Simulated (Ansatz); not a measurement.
# Ba2SeS: the band gap up the ladder of functionals

An exercise on one series of results from a longer session: the logs are not shown, and one member is left open.

The runs shown are made with Ansatz 0.2.0. PAW datasets, plane waves. The cell comes from a prototype generator: it can be a known phase or a hypothetical one. Spin polarisation is off.

**The cell**

The cell was relaxed beforehand with r2SCAN.

It is trigonal, R-3m (No. 166); a = 4.620 Å, c = 22.648 Å in the conventional setting, 34.88 Å³ an atom. Around S lie 6 Ba at 3.23 Å; around Se lie 6 Ba at 3.30 Å; around Ba lie 3 S at 3.23 Å and 3 Se at 3.30 Å.

The structure in full:

Space group R-3m:H (No. 166). a = 4.620 Å, b = 4.620 Å, c = 22.648 Å, α = 90.00°, β = 90.00°, γ = 120.00°
```tsv
atom	site	symmetry	x	y	z
S	3a	-3m	0.0000	0.0000	0.0000
Se	3b	-3m	0.6667	0.3333	0.8333
Ba	6c	3m	0.3333	0.6667	0.9193
```

The first run:

File input.yaml:

```yaml
crystal:
  lattice:
    - [2.3098706015, 1.3336044136, 7.5494503088]
    - [-2.3098706015, 1.3336044136, 7.5494503088]
    - [0.0, -2.6672088271, 7.5494503088]
  atoms:
    - { symbol: S, position: [1.0, 0.0, 0.0] }
    - { symbol: Se, position: [0.5, 0.5, 0.5] }
    - { symbol: Ba, position: [0.2526674812, 0.2526674812, 0.2526674812] }
    - { symbol: Ba, position: [0.7473325188, 0.7473325188, 0.7473325188] }
kpoints:
  mp_grid: { grid: [6, 6, 6] }
  band_path:
    path:
      - [[0.0, 0.0, 0.0], [0.5, 0.5, 0.5], [0.812530038344, 0.187469961656, 0.5]]
      - [[0.5, -0.187469961656, 0.187469961656], [0.5, 0.0, 0.0], [0.0, 0.0, 0.0], [0.343734980828, -0.343734980828, 0.0]]
      - [[0.656265019172, 0.0, 0.343734980828], [0.5, 0.0, 0.5], [0.0, 0.0, 0.0]]
    npoints: 10
hamiltonian:
  xc: pbe
scf:
  occupations: { method: fermi_dirac, width: 0.02 }
  n_extra_bands: 5
output:
  forces: true
  stress: true
  eigenvalues: true
  write_density: true
  write_potential: true
  elf: true
  volumetric_format: npy
```

Launch:

```sh
ansatz run input.yaml --threads 2 --pin off --max-ram 2211MiB --backend cpu --events-out ev --progress --plain --runs-dir out
```

Steps of the session up to this table: Band structure with PBE; r2SCAN; Single point with HSE06; Single point with PBE+SOC; Quasiparticle levels, G0W0@PBE; PBE0 at the same geometry.

One of the session's tables, all rows but one given; the rest of the session is left out.

| level | gap (eV) |
| --- | --- |
| PBE | 2.08 |
| r2SCAN | ? |
| HSE06 | 2.93 |
| PBE+SOC | 1.98 |
| G0W0@PBE (416 empty bands) | 3.26 |
| PBE0 | 3.61 |

Estimate the missing values for r2SCAN.

The run gave: gap (eV): 2.43. In the column «gap (eV)» it lies between PBE (2.08) and HSE06 (2.93).

Meshes: PBE 6×6×6, r2SCAN 6×6×6, HSE06 4×4×4, PBE+SOC 6×6×6, PBE0 4×4×4

PBE reaches 64 % of the G0W0@PBE value, and r2SCAN 75 %. PBE0 lies 0.68 eV above HSE06, which differs from it by screening the long-range exchange. G0W0 here is at a finite number of bands, screening cutoff and k mesh, not at the basis limit.

Caveats from the session: Warnings in the runs' records: stress scf threshold loose, stress exchange threshold loose.
